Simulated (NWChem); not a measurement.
# One shape, several levels: CH5AsB (SMILES C[B][AsH2])

Wanted: a comparison of 3 runs (UHF/def2-SVP, USVWN5/3-21G, UPBE0/def2-SVP) of CH5AsB. 

The calculation is run with NWChem 7.3.0.

## Step 1: Starting point

The species is CH5AsB (8 atoms), meant as a doublet with charge 0. As SMILES, `C[B][AsH2]`. The shape comes from GFN2-xTB, which is rough for such elements, and wasn't checked as a minimum. This is one conformer, not always the lowest.

Bond lengths: C1–B2 1.555 Å, B2–As3 1.953 Å, C1–H4 1.093 Å, C1–H5 1.094 Å, C1–H6 1.092 Å, As3–H7 1.503 Å, As3–H8 1.519 Å. Angles: C1–B2–As3 132.0°, B2–C1–H4 108.5°, B2–C1–H5 112.3°, B2–C1–H6 115.7°, B2–As3–H7 94.8°, B2–As3–H8 97.6°, H4–C1–H5 106.4°, H4–C1–H6 106.5°, H5–C1–H6 106.9°, H7–As3–H8 89.5°.

## Step 2: Energy and forces at UHF/def2-SVP (run 1)

The input, m1.nw:

```
start m1
title "CH5AsB gradient"
memory 2200 mb

geometry noautosym nocenter noautoz
  C       -0.532620       1.184070      -0.330600
  B       -0.561790      -0.256990       0.253360
  As       0.546980      -1.827430      -0.089970
  H       -0.817590       1.136870      -1.385170
  H        0.468660       1.623330      -0.300020
  H       -1.207910       1.900140       0.141950
  H        1.799990      -1.223220       0.478830
  H        0.304270      -2.536750       1.231610
end

basis "ao basis" spherical bse
  * library def2-SVP
end

scf
  doublet
  uhf
  thresh 1e-08
  maxiter 80
end

task scf gradient
```

Run with:

```sh
$ nwchem m1.nw > m1.out
```

Output:

```text
[...]
  functions       =    85
[...]
  wavefunction    = UHF
[...]
         Total SCF energy =  -2299.268184308225
      One electron energy =  -3486.161387120793
      Two electron energy =   1043.995240168076
 Nuclear repulsion energy =    142.897962644492
                       Sz =      0.5000
                 Sz(Sz+1) =      0.7500
                      S^2 =      0.7565
[...]
                         UHF ENERGY GRADIENTS
    atom               coordinates                        gradient
                 x          y          z           x          y          z
   1 C      -1.006506   2.237568  -0.624743   -0.003552  -0.010663  -0.001138
   2 B      -1.061629  -0.485641   0.478781    0.021727  -0.014417  -0.002956
   3 As      1.033642  -3.453342  -0.170019   -0.014435   0.019826  -0.010470
   4 H      -1.545021   2.148373  -2.617592    0.000238   0.002221   0.002688
   5 H       0.885639   3.067649  -0.566956   -0.002206   0.000645   0.001328
   6 H      -2.282619   3.590744   0.268247    0.001657   0.002984  -0.001875
   7 H       3.401488  -2.311551   0.904857   -0.007610  -0.002805   0.006044
   8 H       0.574987  -4.793762   2.327405    0.004181   0.002208   0.006378
[...]
```

Run time: 59 s. Hardware: 1 thread of AMD EPYC, shared host; peak memory 0.1 GiB.

## Step 3: Energy and forces at USVWN5/3-21G (run 2)

The input, mymol.xyz:

```xyz
8

C     -0.532620     1.184070    -0.330600
B     -0.561790    -0.256990     0.253360
As     0.546980    -1.827430    -0.089970
H     -0.817590     1.136870    -1.385170
H      0.468660     1.623330    -0.300020
H     -1.207910     1.900140     0.141950
H      1.799990    -1.223220     0.478830
H      0.304270    -2.536750     1.231610
```

The input, run.py:

```python
from ase.io import read
from ase.calculators.nwchem import NWChem

system = read('mymol.xyz')

calc = NWChem(
    label='mymol',
    theory='dft',
    memory='2200 mb',
    basis='3-21G',
    basispar='spherical bse',
    dft={'xc': 'slater vwn_5', 'mult': '2', 'grid': 'xfine', 'convergence': 'energy 1e-08', 'iterations': '100', 'mulliken': None},
)
system.calc = calc

forces = system.get_forces()
print("Total energy (eV):", round(system.get_potential_energy(), 6))
print("forces (eV/A):")
for s, f in zip(system.symbols, forces):
    print(f"{s:2s} {f[0]:10.5f} {f[1]:10.5f} {f[2]:10.5f}")
```

Run with:

```sh
$ export ASE_NWCHEM_COMMAND="nwchem PREFIX.nwi > PREFIX.nwo"
$ python run.py
```

Output:

```text
Total energy (eV): -62223.233897
forces (eV/A):
C     0.09595   -0.68535    0.65198
B    -0.49473    0.62992   -0.32437
As   -0.33928   -0.19566   -0.24888
H    -0.15555   -0.11117   -0.66818
H     0.62457    0.21962   -0.07271
H    -0.42804    0.19839    0.31429
H     0.96123    0.35939    0.02571
H    -0.26421   -0.41518    0.32221
```

The calculator wrote mymol.nwi:

```
title "mymol"

permanent_dir mymol

scratch_dir mymol

start mymol

geometry units angstrom nocenter noautosym noautoz
  C  -5.3261999999999998e-01 1.1840700000000000e+00 -3.3060000000000000e-01
  B  -5.6179000000000001e-01 -2.5699000000000000e-01 2.5335999999999997e-01
  As 5.4698000000000002e-01 -1.8274300000000001e+00 -8.9969999999999994e-02
  H  -8.1759000000000004e-01 1.1368700000000000e+00 -1.3851700000000000e+00
  H  4.6866000000000002e-01 1.6233299999999999e+00 -3.0002000000000001e-01
  H  -1.2079100000000000e+00 1.9001399999999999e+00 1.4194999999999999e-01
  H  1.7999900000000000e+00 -1.2232200000000000e+00 4.7882999999999998e-01
  H  3.0426999999999998e-01 -2.5367500000000001e+00 1.2316100000000001e+00
end

memory 2200 mb

basis spherical bse noprint
   * library 3-21G
end

dft
  xc slater vwn_5
  mult 2
  grid xfine
  convergence energy 1e-08
  iterations 100
  mulliken
end

task dft gradient
```

mymol.nwo:

```text
Northwest Computational Chemistry Package (NWChem) 7.3.0
             --------------------------------------------------------

           Job information
           ---------------

    nwchem branch   = 7.3.0
    use scalapack   = T
    input           = mymol.nwi
    prefix          = mymol.
    data base       = mymol/mymol.db
    status          = startup
    nproc           =        1

           Memory information
           ------------------

    heap     =     72089600 doubles =      550.0 Mbytes
    stack    =     72089597 doubles =      550.0 Mbytes
    global   =    144179200 doubles =     1100.0 Mbytes (distinct from heap & stack)
    total    =    288358397 doubles =     2200.0 Mbytes
    verify   = yes
    hardfail = no

[... 123 lines left out ...]
          Convergence on energy requested:  1.00D-08
[... 23 lines left out ...]
          Convergence Information
[... 30 lines left out ...]
 1-e energy   =   -3473.854187
[... 54 lines left out ...]
      One electron energy =    -3476.493245690005
[... 8 lines left out ...]
                    DFT Final Alpha Molecular Orbital Analysis
[... 847 lines left out ...]
          Convergence on gradient requested:  5.00D-04
[... 24 lines left out ...]
          total energy or number of iterations.
[... 26 lines left out ...]
                         DFT ENERGY GRADIENTS

    atom               coordinates                        gradient
                 x          y          z           x          y          z
   1 C      -1.006506   2.237568  -0.624743   -0.001866   0.013328  -0.012679
   2 B      -1.061629  -0.485641   0.478781    0.009621  -0.012250   0.006308
   3 As      1.033642  -3.453342  -0.170019    0.006598   0.003805   0.004840
[... 4 lines of this table left out ...]
   8 H       0.574987  -4.793762   2.327405    0.005138   0.008074  -0.006266

                 ----------------------------------------
                 |  Time  |  1-e(secs)   |  2-e(secs)   |
                 ----------------------------------------
                 |  CPU   |       0.01   |       1.79   |
                 ----------------------------------------
                 |  WALL  |       0.01   |       1.79   |
                 ----------------------------------------

 Task  times  cpu:       22.6s     wall:       22.6s
 Total times  cpu:       22.6s     wall:       22.6s
```

Wall time 24 s (1 thread of AMD EPYC, shared host); peak memory 0.13 GiB.

## Step 4: Energy and gradient at UPBE0/def2-SVP (run 3)

The input, ch5asb.xyz:

```xyz
8
CH5AsB
C     -0.532620     1.184070    -0.330600
B     -0.561790    -0.256990     0.253360
As     0.546980    -1.827430    -0.089970
H     -0.817590     1.136870    -1.385170
H      0.468660     1.623330    -0.300020
H     -1.207910     1.900140     0.141950
H      1.799990    -1.223220     0.478830
H      0.304270    -2.536750     1.231610
```

The input, run.py:

```python
from ase.io import read
from ase.calculators.nwchem import NWChem

molecule = read('ch5asb.xyz')

calc = NWChem(
    label='ch5asb',
    theory='dft',
    memory='2200 mb',
    basis='def2-SVP',
    basispar='spherical bse',
    dft={'xc': 'pbe0', 'mult': '2', 'grid': 'xfine', 'convergence': 'energy 1e-08', 'iterations': '100', 'mulliken': None},
)
molecule.calc = calc

forces = molecule.get_forces()
e = molecule.get_potential_energy()
print(f"E = {e:.6f} eV")
print("forces (eV/A):")
for s, f in zip(molecule.symbols, forces):
    print(f"{s:2s} {f[0]:10.5f} {f[1]:10.5f} {f[2]:10.5f}")
```

Run with:

```sh
$ export ASE_NWCHEM_COMMAND="nwchem PREFIX.nwi > PREFIX.nwo"
$ python run.py
```

Output:

```text
E = -62615.382383 eV
forces (eV/A):
C     0.09868   -0.21782    0.45349
B    -0.61686    0.66309   -0.14784
As    0.15920   -0.60138    0.15216
H    -0.09565   -0.12712   -0.42896
H     0.41672    0.10634   -0.06937
H    -0.29969    0.09636    0.20847
H     0.53510    0.23587   -0.11061
H    -0.19751   -0.15540   -0.05734
```

The calculator wrote ch5asb.nwi:

```
title "ch5asb"

permanent_dir ch5asb

scratch_dir ch5asb

start ch5asb

geometry units angstrom nocenter noautosym noautoz
  C  -5.3261999999999998e-01 1.1840700000000000e+00 -3.3060000000000000e-01
  B  -5.6179000000000001e-01 -2.5699000000000000e-01 2.5335999999999997e-01
  As 5.4698000000000002e-01 -1.8274300000000001e+00 -8.9969999999999994e-02
  H  -8.1759000000000004e-01 1.1368700000000000e+00 -1.3851700000000000e+00
  H  4.6866000000000002e-01 1.6233299999999999e+00 -3.0002000000000001e-01
  H  -1.2079100000000000e+00 1.9001399999999999e+00 1.4194999999999999e-01
  H  1.7999900000000000e+00 -1.2232200000000000e+00 4.7882999999999998e-01
  H  3.0426999999999998e-01 -2.5367500000000001e+00 1.2316100000000001e+00
end

memory 2200 mb

basis spherical bse noprint
   * library def2-SVP
end

dft
  xc pbe0
  mult 2
  grid xfine
  convergence energy 1e-08
  iterations 100
  mulliken
end

task dft gradient
```

ch5asb.nwo:

```text
Northwest Computational Chemistry Package (NWChem) 7.3.0
             --------------------------------------------------------

           Job information
           ---------------

    nwchem branch   = 7.3.0
    use scalapack   = T
    input           = ch5asb.nwi
    prefix          = ch5asb.
    data base       = ch5asb/ch5asb.db
    status          = startup
    nproc           =        1

           Memory information
           ------------------

    heap     =     72089600 doubles =      550.0 Mbytes
    stack    =     72089597 doubles =      550.0 Mbytes
    global   =    144179200 doubles =     1100.0 Mbytes (distinct from heap & stack)
    total    =    288358397 doubles =     2200.0 Mbytes
    verify   = yes
    hardfail = no

[... 123 lines left out ...]
          Convergence on energy requested:  1.00D-08
[... 26 lines left out ...]
          Convergence Information
[... 30 lines left out ...]
 1-e energy   =   -3483.283135
[... 61 lines left out ...]
      One electron energy =    -3485.873606978901
[... 8 lines left out ...]
                    DFT Final Alpha Molecular Orbital Analysis
[... 1335 lines left out ...]
          Convergence on gradient requested:  5.00D-04
[... 27 lines left out ...]
          total energy or number of iterations.
[... 26 lines left out ...]
                         DFT ENERGY GRADIENTS

    atom               coordinates                        gradient
                 x          y          z           x          y          z
   1 C      -1.006506   2.237568  -0.624743   -0.001919   0.004236  -0.008819
   2 B      -1.061629  -0.485641   0.478781    0.011996  -0.012895   0.002875
   3 As      1.033642  -3.453342  -0.170019   -0.003096   0.011695  -0.002959
[... 4 lines of this table left out ...]
   8 H       0.574987  -4.793762   2.327405    0.003841   0.003022   0.001115

                 ----------------------------------------
                 |  Time  |  1-e(secs)   |  2-e(secs)   |
                 ----------------------------------------
                 |  CPU   |       0.02   |       7.99   |
                 ----------------------------------------
                 |  WALL  |       0.02   |       7.99   |
                 ----------------------------------------

 Task  times  cpu:      126.2s     wall:      126.2s
 Total times  cpu:      126.3s     wall:      126.3s
```

Run time: 2.1 min. Hardware: 1 thread of AMD EPYC, shared host; peak memory 0.14 GiB.

## Step 5: Overview of the runs

| run | level | iteration cap | module | energy (Eh) | dipole moment (D) | HOMO energy (eV) | LUMO energy (eV) | wall time |
| --- | --- | --- | --- | --- | --- | --- | --- | --- |
| 1 | UHF/def2-SVP | 80 | scf | -2299.268184 | 1.16 | -8.18 | 1.92 | 59 s |
| 2 | USVWN5/3-21G | 100 | dft | -2286.661688 | 1.34 | -3.63 | -2.48 | 24 s |
| 3 | UPBE0/def2-SVP | 100 | dft | -2301.072879 | 1.20 | -5.17 | -1.61 | 2.1 min |

## Step 6: What came out

| quantity | value |
| --- | --- |
| run 3: total energy | -2301.07288 Eh |
| run 3: dipole moment | 1.20 D |
| run 3: HOMO energy (highest over α and β) | -5.17 eV |
| run 3: LUMO energy (lowest over α and β) | -1.61 eV |
| run 3: ⟨S²⟩ | 0.753 |
| run 3: largest force on an atom | 0.918 eV/Å |

**Reading.** The dipole moment (its size) runs from 1.16 D (UHF/def2-SVP) to 1.34 D (USVWN5/3-21G). The two ends differ in method and basis. Totals of different functionals can't be ranked against each other. All runs together took 3.5 min, the longest 2.1 min.
